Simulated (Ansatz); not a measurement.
# AsClH6Si2: rigid torsion scan, by script

Wanted for AsClH6Si2: a rigid torsion scan. SMILES: Cl[SiH2][SiH2][AsH2].

Program: Ansatz 0.2.0, driven from Python. Level of theory: PBE0/def2-SVP. These are calculated values, not measurements.

## 1. Starting point

Bond lengths: Cl1–Si2 2.066 Å, Si2–Si3 2.212 Å, Si3–As4 2.331 Å, Si2–H5 1.482 Å, Si2–H6 1.482 Å, Si3–H7 1.521 Å, Si3–H8 1.436 Å, As4–H9 1.636 Å, As4–H10 1.571 Å. Angles (14 of 15 angles, heavy atoms first): Cl1–Si2–Si3 107.4°, Si2–Si3–As4 110.7°, Cl1–Si2–H5 111.0°, Cl1–Si2–H6 110.0°, Si3–Si2–H5 108.7°, Si3–Si2–H6 110.2°, Si2–Si3–H7 109.7°, Si2–Si3–H8 112.0°, As4–Si3–H7 105.5°, As4–Si3–H8 110.9°, Si3–As4–H9 90.5°, Si3–As4–H10 93.2°, H5–Si2–H6 109.5°, H7–Si3–H8 107.8°.

The script holds or builds the structure itself.

## 2. The code

The input, run_torsion.py:

```python
import ansatz as az
from ase import Atoms


def main() -> None:
    atoms = Atoms(["Cl", "Si", "Si", "As", "H", "H", "H", "H", "H", "H"], positions=[
        [-2.5528, 0.3504, -0.023],
        [-0.7078, 1.1901, -0.4195],
        [0.729, -0.4697, -0.6933],
        [0.9358, -1.7135, 1.2678],
        [-0.7479, 1.9946, -1.6633],
        [-0.2876, 2.0504, 0.7115],
        [2.1163, 0.0919, -0.9655],
        [0.3727, -1.3128, -1.8003],
        [-0.6926, -1.7958, 1.4059],
        [0.9182, -0.4368, 2.1827],
    ])

    first = (
        az.Crystal.molecule_from_ase(atoms).calculation()
        .basis(gaussian="def2-SVP")
        .functional("pbe0")
        .relax(force_tolerance=0.02, max_steps=80)
    )
    atoms.positions = first.run().report["positions_ang"]

    start = atoms.get_dihedral(3, 2, 1, 0)
    energies = {}
    for turn in range(0, 360, 30):
        turned = atoms.copy()
        turned.set_dihedral(3, 2, 1, 0, start + turn, indices=[0, 1, 4, 5])
        base = az.Crystal.molecule_from_ase(turned).calculation()
        base = base.basis(gaussian="def2-SVP")
        base = base.functional("pbe0")
        energies[round((start + turn) % 360)] = base.run().report["free_energy_ev"]
    floor = min(energies.values())
    print("dihedral As3-Si2-Si1-Cl0 (deg)   E - E(min) (eV)")
    for angle, e in sorted(energies.items()):
        print(f"{angle:8d} {(e - floor):14.3f}  " + "#" * int(30 * (e - floor) / max(max(energies.values()) - floor, 1e-9)))


if __name__ == "__main__":
    main()
```

## 3. What the engine is handed

The engine receives this input (first run):

```yaml
crystal:
  periodic: [false, false, false]
  atoms:
    - { symbol: Cl, position_ang: [-2.5528, 0.3504, -0.023] }
    - { symbol: Si, position_ang: [-0.7078, 1.1901, -0.4195] }
    - { symbol: Si, position_ang: [0.729, -0.4697, -0.6933] }
    - { symbol: As, position_ang: [0.9358, -1.7135, 1.2678] }
    - { symbol: H, position_ang: [-0.7479, 1.9946, -1.6633] }
    - { symbol: H, position_ang: [-0.2876, 2.0504, 0.7115] }
    - { symbol: H, position_ang: [2.1163, 0.0919, -0.9655] }
    - { symbol: H, position_ang: [0.3727, -1.3128, -1.8003] }
    - { symbol: H, position_ang: [-0.6926, -1.7958, 1.4059] }
    - { symbol: H, position_ang: [0.9182, -0.4368, 2.1827] }
basis:
  gaussian:
    orbitals: def2-SVP
hamiltonian:
  xc: pbe0
relax:
  f_tol: 0.02
  max_steps: 80
```

## 4. Launch

Started as:

```console
$ python run_torsion.py
```

Standard output:

```text
dihedral As3-Si2-Si1-Cl0 (deg)   E - E(min) (eV)
       5          0.066  #####################
      35          0.029  #########
      65          0.013  ####
      95          0.067  #####################
     125          0.094  ##############################
     155          0.049  ###############
     185          0.023  #######
     215          0.064  ####################
     245          0.091  #############################
     275          0.043  #############
     305          0.000
     335          0.038  ############
```

Wall time 2.4 min (1 thread of Arm Neoverse V1, shared host); peak memory 0.37 GiB.

## 5. The relaxation of run 0, step by step

Step by step:

```csv
step,energy from step 1 (eV),largest force component (eV/Å)
1,0.0000,1.8293
2,-0.2634,0.4064
3,-0.3027,0.1192
4,-0.3067,0.0423
5,-0.3090,0.0291
6,-0.3063,0.1390
7,-0.3099,0.0104
8,-0.3105,0.0352
9,-0.3059,0.1721
10,-0.3106,0.0016
```

Step 1 is the start. Steps 6, 9 were tried and not accepted.

Before: Bond lengths: Cl1–Si2 2.066 Å, Si2–Si3 2.212 Å, Si3–As4 2.331 Å, Si2–H5 1.482 Å, Si2–H6 1.482 Å, Si3–H7 1.521 Å, Si3–H8 1.436 Å, As4–H9 1.636 Å, As4–H10 1.571 Å. Angles (14 of 15 angles, heavy atoms first): Cl1–Si2–Si3 107.4°, Si2–Si3–As4 110.7°, Cl1–Si2–H5 111.0°, Cl1–Si2–H6 110.0°, Si3–Si2–H5 108.7°, Si3–Si2–H6 110.2°, Si2–Si3–H7 109.7°, Si2–Si3–H8 112.0°, As4–Si3–H7 105.5°, As4–Si3–H8 110.9°, Si3–As4–H9 90.5°, Si3–As4–H10 93.2°, H5–Si2–H6 109.5°, H7–Si3–H8 107.8°.

After: Bond lengths: Cl1–Si2 2.083 Å, Si2–Si3 2.343 Å, Si3–As4 2.376 Å, Si2–H5 1.493 Å, Si2–H6 1.493 Å, Si3–H7 1.497 Å, Si3–H8 1.496 Å, As4–H9 1.526 Å, As4–H10 1.527 Å. Angles (14 of 15 angles, heavy atoms first): Cl1–Si2–Si3 107.0°, Si2–Si3–As4 111.7°, Cl1–Si2–H5 107.8°, Cl1–Si2–H6 108.2°, Si3–Si2–H5 113.6°, Si3–Si2–H6 111.1°, Si2–Si3–H7 110.1°, Si2–Si3–H8 109.3°, As4–Si3–H7 108.8°, As4–Si3–H8 108.4°, Si3–As4–H9 91.4°, Si3–As4–H10 92.0°, H5–Si2–H6 108.9°, H7–Si3–H8 108.5°.

Run 0 is this relaxation; the runs after it count from 1.

## 6. Run by run

The 12 runs, in the order started:

| run | turn (°) | energy from run 1 (eV) | SCF cycles | CPU time (s) |
| --- | --- | --- | --- | --- |
| 1 | 0 | 0.0000 | 16 | 5.4 |
| 2 | 30 | 0.0381 | 16 | 5.4 |
| 3 | 60 | 0.0661 | 16 | 5.5 |
| 4 | 90 | 0.0291 | 16 | 5.4 |
| 5 | 120 | 0.0133 | 16 | 5.4 |
| 6 | 150 | 0.0668 | 16 | 5.4 |
| 7 | 180 | 0.0935 | 16 | 5.3 |
| 8 | 210 | 0.0494 | 16 | 5.3 |
| 9 | 240 | 0.0227 | 16 | 5.4 |
| 10 | 270 | 0.0639 | 16 | 5.3 |
| 11 | 300 | 0.0909 | 16 | 5.4 |
| 12 | 330 | 0.0426 | 16 | 5.3 |

## 7. Outcome

```
              quantity     value
         runs compared        12
       range of energy  0.094 eV
lowest point, turn (°)         0
```

What this shows: The lowest point is at 305° and the highest at 125°, 0.094 eV (9.1 kJ/mol) above it, with the rest of the molecule held. Run 0: The relaxation took 7 moves; the largest shift is 0.198 Å, of atom 10 (H). The scan is rigid and the energies are electronic, in a modest basis. With rigid groups the curve can differ much from the relaxed path, the start wasn't checked as a minimum of this torsion, and equivalent turns needn't return to the same energy.
